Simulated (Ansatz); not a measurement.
# GeH₂: a ladder of functionals and wavefunction methods

One table from this session's results is given with a row withheld; the runs are named, their logs left out.

The runs use Ansatz 0.2.0, Gaussian basis; functionals in def2-TZVPP, the program's frozen cores in correlated methods.

Plan: LDA (SPW92), PBE-D4, revPBE-D4, BLYP-D4, r2SCAN-D4, B97M-V, PBE0-D4, B3LYP-D4, r2SCANh-D4, r2SCAN0-D4, HSE06-D4, BHLYP-D4, CAM-B3LYP-D4, LC-ωPBE, ωB97X-V, ωB97M-V, B2PLYP, PBE-QIDH; CCSD(T)/def2-SVP; CCSD(T)/def2-TZVPP; CCSD(T)/def2-QZVPP; extrapolation to the limit; RPA on PBE.

### Structure used throughout

An earlier PBE0-D4 in a triple-zeta def2 set relaxation fixed the geometry.

SMILES `[GeH2]`, 3 atoms, charge 0, spin multiplicity 1.

Atoms are counted from 1 here; the program's logs count them from 0.

Bond lengths: Ge1–H2 1.594 Å, Ge1–H3 1.594 Å. Angles: H2–Ge1–H3 90.6°.

Set-up of the first run:

File in.yaml:

```yaml
crystal:
  periodic: [false, false, false]
  atoms:
    - {symbol: Ge, position_ang: [-0.570072, 0.405149, -0.263665]}
    - {symbol: H, position_ang: [0.783021, 0.743579, 0.508979]}
    - {symbol: H, position_ang: [-0.212949, -1.148718, -0.245324]}
basis:
  gaussian: {orbitals: def2-TZVPP}
hamiltonian: {xc: lda}
output: {orbitals: {seedname: orbitals}}
```

Run with:

```
$ ansatz run in.yaml --threads 2 --pin off --events-out ev --progress --plain --max-ram 32768MiB --backend cpu
```

Among the steps run: LDA; PBE-D4 (GGA); revPBE-D4 (GGA); BLYP-D4 (GGA); r2SCAN-D4 (meta-GGA); B97M-V (meta-GGA); PBE0-D4 (hybrid); B3LYP-D4 (hybrid); r2SCANh-D4 (hybrid); r2SCAN0-D4 (hybrid); HSE06-D4 (hybrid); BHLYP-D4 (hybrid); CAM-B3LYP-D4 (range-separated); LC-ωPBE (range-separated); ωB97X-V (range-separated); ωB97M-V (range-separated); B2PLYP (double hybrid); PBE-QIDH (double hybrid).

One table of the session follows, with a row left open; its other results are not shown here.

It belongs to the step «Frontier levels by functional». 

```
  functional  HOMO (eV)  LUMO (eV)  gap (eV)
 LDA (SPW92)      -5.97      -4.19      1.78
      PBE-D4      -5.87      -3.93      1.94
   revPBE-D4      -5.83      -3.82      2.01
     BLYP-D4      -5.77      -3.85      1.92
   r2SCAN-D4      -6.13      -3.78      2.36
      B97M-V      -6.12      -3.79      2.33
     PBE0-D4      -6.89      -3.03      3.87
    B3LYP-D4      -6.75      -3.30      3.45
  r2SCANh-D4      -6.51      -3.44      3.06
  r2SCAN0-D4      -7.07      -2.96      4.12
    HSE06-D4      -6.50      -3.41      3.09
    BHLYP-D4          ?          ?         ?
CAM-B3LYP-D4      -8.19      -1.97      6.22
     LC-ωPBE      -9.46      -0.73      8.73
     ωB97X-V      -9.13      -0.86      8.28
     ωB97M-V      -9.02      -1.00      8.02
```

Q: Estimate the row for BHLYP-D4 from the others.

Worked estimate for «HOMO (eV)». Against the share of exact exchange, BLYP-D4 (0, -5.77), B3LYP-D4 (0.2, -6.75) give a slope of -4.90 per unit share; at 0.5 the line stands at -8.22.

The run gave: HOMO (eV): -7.83; LUMO (eV): -2.12; gap (eV): 5.71. In «HOMO (eV)» the line misses by -0.39.
